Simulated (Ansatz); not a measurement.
**Pt (diamond type): how the settings move a single-point run**

Question: which choices in the input matter for Pt (diamond type)?

Method: reference: DFT, LDA, all-electron LAPW, scalar-relativistic, in Ansatz 0.2.0.

### Step 1. The structure to begin with

The structure is cubic, space group Fd-3m (No. 227). The conventional cell has a = 4.893 Å, b = 4.893 Å, c = 4.893 Å, α = 90.00°, β = 90.00°, γ = 90.00°. Around Pt (site symmetry -43m) lie 4 Pt at 2.12 Å.

As a file:

```cif
data_structure
_symmetry_space_group_name_H-M 'P 1'
_symmetry_Int_Tables_number 1
_cell_length_a 3.4600
_cell_length_b 3.4600
_cell_length_c 3.4600
_cell_angle_alpha 60.000
_cell_angle_beta 60.000
_cell_angle_gamma 60.000
_cell_volume 29.29
loop_
_atom_site_label
_atom_site_type_symbol
_atom_site_fract_x
_atom_site_fract_y
_atom_site_fract_z
_atom_site_occupancy
Pt1 Pt 0.87500 0.87500 0.87500 1
Pt2 Pt 0.12500 0.12500 0.12500 1
```

### Step 2. The reference run

File input.yaml:

```yaml
crystal:
  lattice:
    - [0.0, 2.4466127985, 2.4466127985]
    - [2.4466127985, 0.0, 2.4466127985]
    - [2.4466127985, 2.4466127985, 0.0]
  atoms:
    - { symbol: Pt, position: [-0.125, -0.125, -0.125] }
    - { symbol: Pt, position: [0.125, 0.125, 0.125] }
kpoints:
  mp_grid: { grid: [12, 12, 12] }
scf:
  occupations: { method: fermi_dirac, width: 0.1 }
hamiltonian:
  xc: lda
  pseudopotentials: { kind: all_electron, lapw: { basis_error: 0.001 } }
output:
  forces: true
  stress: true
  eigenvalues: true
  populations: true
```

On the command line:

```console
ansatz run input.yaml --threads 1 --pin off --max-ram 2048MiB --backend cpu --events-out ev --progress --plain --runs-dir out
```

### Step 3. Changed: occupations.method tetrahedron_uncorrected, hubbard.sites [{species: Pt, l: d, u_eff: 2.0}], hubbard.double_counting fll, width left out

Edit input.yaml of step 2 so:

```diff
@@ -11,3 +11,3 @@
 scf:
-  occupations: { method: fermi_dirac, width: 0.1 }
+  occupations: { method: tetrahedron_uncorrected }
 hamiltonian:
@@ -15,2 +15,3 @@
   pseudopotentials: { kind: all_electron, lapw: { basis_error: 0.001 } }
+  hubbard: { sites: [{ species: Pt, l: d, u_eff: 2.0 }], double_counting: fll }
 output:
```

What does the calculation give? Wanted: for each run, ending; energy change; pressure; gap; force.

As calculated:

```csv
run,ending,energy change,pressure (GPa),gap (eV),force (eV/Å),cycles,time
reference,converged,0,187.5,0.00,0.00,7,75 s
"1: occupations.method tetrahedron_uncorrected, hubbard.sites [{species: Pt, l: d, u_eff: 2.0}], hubbard.double_counting fll, width left out",converged,+1.08 eV/atom (σ→0) (Hubbard term changed: no physical gain or loss),187.9,0.00,0.00,6,77 s
```

Residual by cycle in the longest SCF loop of each run; runs are numbered as in the table. The quantity is the density residual dr2, in eV.

```csv
cycle,reference,run 1
1,0.733,0.489
2,0.00147,0.0989
3,0.00139,0.0102
4,2.6e-4,2.4e-4
5,1.6e-5,2.8e-6
6,2.9e-7,9.4e-9
7,1.2e-9,-
```

**Reading.** Changing the smearing, Hubbard U and double counting of the Hubbard term moves the energy by +1.08 eV/atom (σ→0 values), and the pressure goes from 187.5 to 187.9 GPa. The U term adds an energy of its own, so the shift says nothing about which run is better. Cost: 6 SCF cycles against 7. A changed U is a change of model: its shifts are not errors of convergence. The structure is not at rest: the sound run finds 188 GPa, so these are no properties of the relaxed crystal. 
